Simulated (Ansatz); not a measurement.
**AlCl2HO: a ladder of functionals and wavefunction methods**

An exercise on one series of results from a longer session: the logs are not shown, and one member is left open.

Method: functionals in def2-TZVPP, the program's frozen cores in correlated methods; program: Ansatz 0.2.0, Gaussian basis.

Plan: LDA (SPW92), PBE-D4, revPBE-D4, BLYP-D4, r2SCAN-D4, B97M-V, PBE0-D4, B3LYP-D4, r2SCANh-D4, r2SCAN0-D4, HSE06-D4, BHLYP-D4, CAM-B3LYP-D4, LC-ωPBE, ωB97X-V, ωB97M-V, B2PLYP, PBE-QIDH; CCSD(T)/def2-SVP; CCSD(T)/def2-TZVPP; MP2/def2-QZVPP; extrapolation to the limit; RPA on PBE.

## The geometry

All runs share one geometry, relaxed beforehand with PBE0-D4 in a triple-zeta def2 set.

SMILES `[OH][Al]([Cl])[Cl]`, 5 atoms, charge 0, spin multiplicity 1.

Atoms are counted from 1 here; the program's logs count them from 0.

Bond lengths: O1–Al2 1.677 Å, O1–H5 0.956 Å, Al2–Cl3 2.070 Å, Al2–Cl4 2.080 Å. Angles: Al2–O1–H5 123.2°, O1–Al2–Cl3 118.5°, O1–Al2–Cl4 121.5°, Cl3–Al2–Cl4 120.0°.

The first run:

Contents of in.yaml:

```yaml
crystal:
  periodic: [false, false, false]
  atoms:
    - {symbol: O, position_ang: [0.297049, 1.253461, 0.248904]}
    - {symbol: Al, position_ang: [0.045940, -0.395273, 0.072027]}
    - {symbol: Cl, position_ang: [0.979116, -1.685175, 1.395353]}
    - {symbol: Cl, position_ang: [-1.172054, -1.154186, -1.433156]}
    - {symbol: H, position_ang: [-0.100150, 1.907474, -0.324527]}
basis:
  gaussian: {orbitals: def2-TZVPP}
hamiltonian: {xc: lda}
output: {orbitals: {seedname: orbitals}}
```

Started as:

```console
$ ansatz run in.yaml --threads 4 --pin off --events-out ev --progress --plain --max-ram 10444MiB
```

Steps of the session up to this table: LDA; PBE-D4 (GGA); revPBE-D4 (GGA); BLYP-D4 (GGA); r2SCAN-D4 (meta-GGA); B97M-V (meta-GGA); PBE0-D4 (hybrid); B3LYP-D4 (hybrid); r2SCANh-D4 (hybrid); r2SCAN0-D4 (hybrid); HSE06-D4 (hybrid); BHLYP-D4 (hybrid); CAM-B3LYP-D4 (range-separated); LC-ωPBE (range-separated); ωB97X-V (range-separated); ωB97M-V (range-separated); B2PLYP (double hybrid); PBE-QIDH (double hybrid).

One of the session's tables, all rows but one given; the rest of the session is left out.

It belongs to the step «Orbital energies across the functionals». 

| functional | HOMO (eV) | gap (eV) |
| --- | --- | --- |
| LDA (SPW92) | -8.01 | 5.90 |
| PBE-D4 | -7.85 | 6.03 |
| revPBE-D4 | -7.79 | 6.12 |
| BLYP-D4 | -7.67 | 5.90 |
| r2SCAN-D4 | -8.23 | 6.88 |
| B97M-V | -8.30 | 6.74 |
| PBE0-D4 | -9.31 | 8.34 |
| B3LYP-D4 | -9.01 | 7.74 |
| r2SCANh-D4 | -8.76 | 7.68 |
| r2SCAN0-D4 | -9.56 | 8.87 |
| HSE06-D4 | -8.90 | 7.57 |
| BHLYP-D4 | -10.59 | 10.39 |
| CAM-B3LYP-D4 | -10.68 | 10.61 |
| LC-ωPBE | -12.15 | 13.38 |
| ωB97X-V | ? | ? |
| ωB97M-V | -11.57 | 12.29 |

Q: Estimate the row for ωB97X-V from the others.

**Answer.** HOMO (eV): -11.75; gap (eV): 12.77. In the column «HOMO (eV)» it lies between LC-ωPBE (-12.15) and ωB97M-V (-11.57).
